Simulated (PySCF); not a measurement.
**C₆H₁₀Si₂− (doublet): geometry, EPR parameters**

What EPR parameters should C₆H₁₀Si₂− (doublet) (`[SiH3]C1=CC=C([SiH3])[CH-][CH]1`) show?

Computed with PySCF 2.14.0, with density-fitted response routines of our own, on a single molecule in the gas phase. Atoms count from 0, in the outputs and in this text.

## 1. The molecule as given

18 atoms, charge -1, multiplicity 2; geometry from: GFN2-xTB.

Bonds of the start (Å): Si0–C1 1.83, C1–C2 1.42, C2–C3 1.36, C3–C4 1.43, C4–Si5 1.83, C4–C6 1.42, C6–C7 1.36, C7–C1 1.43, Si0–H8 1.48, Si0–H9 1.49, Si0–H10 1.50, C2–H11 1.09, C3–H12 1.09, Si5–H13 1.48, Si5–H14 1.50, Si5–H15 1.50, C6–H16 1.09, C7–H17 1.09.

## 2. Geometry optimisation at PBE0-D3(BJ)/def2-SVP

What the job is given:

```
{"job": {"xc": "PBE0", "basis": "def2-SVP", "d3": "d3bj", "grid": 1, "kind": "geom"}, "charge": -1, "multiplicity": 2}
Si     3.233900     0.386560    -0.322670
C      1.429240     0.117510    -0.161780
C      0.539070     0.098630    -1.269950
C     -0.805950    -0.048590    -1.123600
C     -1.424180    -0.184770     0.154800
Si    -3.242850    -0.315250     0.325230
C     -0.533360    -0.177800     1.262230
C      0.811870    -0.034910     1.115180
H      3.649220     0.404150    -1.739910
H      4.086130    -0.632860     0.357820
H      3.788120     1.653370     0.254720
H      0.961400     0.203900    -2.266420
H     -1.444250    -0.060480    -2.004390
H     -3.641470    -0.451650     1.739800
H     -3.884160    -1.459730    -0.393790
H     -4.035950     0.838830    -0.203680
H     -0.955280    -0.289550     2.258180
H      1.450980    -0.034730     1.994920
```

**Question.** This job is followed by: UKS B3LYP, IGLO-III on C Si, pcH-1 on H, non-relativistic, mean-field spin-orbit, GIAO. What will the session give for the following? rotational constants (main isotopes); g(iso) (B3LYP); ⟨S²⟩; largest a(iso) (averaged by class).

As calculated:

| quantity | value |
| --- | --- |
| rotational constants (main isotopes) | 4.98, 0.65, 0.58 GHz |
| g(iso) (B3LYP) | 2.00293 |
| ⟨S²⟩ | 0.756 (exact 0.75) |
| largest a(iso) (averaged by class) | 1H on H8, H9, H10, H13, H14, H15, 23.2 MHz |

**Reading.** The optimisation took 6 steps and gained 0.085 eV; among the close pairs (by a distance rule), Si5–H13 changed most, from 1.476 to 1.507 Å. No frequency check was run at this level, so the end point may be a saddle. The largest spin populations lie on C4 (0.33 e), C1 (0.33 e). The isotropic g lies 0.6 ppt above the free-electron value.
